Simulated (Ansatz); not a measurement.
**MnPt2 in Ansatz: the effect of functional**

MnPt2:

```xyz
3
Lattice="2.8773 0.0000 0.0000 -1.4387 2.4918 0.0000 0.0000 0.0000 6.5758" Properties=species:S:1:pos:R:3 pbc="T T T"
Pt    1.4387    0.8306    2.0793
Pt    0.0000    1.6612    4.4965
Mn    0.0000    0.0000    0.0000
```

The cell comes from a database or a generator and needn't be the stable form of this composition.

The cell isn't the ideal one: volume scaled by 1.02.

Alike in all runs:

```yaml
Program: Ansatz 0.2.0
Task: single point
Potentials_or_basis: Ansatz PAW
k_mesh: 11 × 11 × 4
Occupations: fermi-dirac, width 0.05 eV
Spin: collinear spin, ferromagnetic start
Starting_moments: "[0.0, 0.0, 4.0] μB"
```

```tsv
functional	cutoff	pressure (GPa)	moment (μB)
LDA	420 eV (not typed: the program's choice for these potentials)	?	?
PBEsol	420 eV (not typed: the program's choice for these potentials)	-12.2	4.58
r2SCAN	500 eV (not typed: the program's choice for these potentials)	-5.9	4.82
```

Problem. What does the run with functional LDA give?

Solution. Pressure -18.2 GPa; moment 4.40 μB.

Caveats: the PAW data sets come from PBE, with cores solved anew for the run's functional, which leaves a small shift of forces and pressure; the magnetic or orbital state may not be the lowest (some runs).
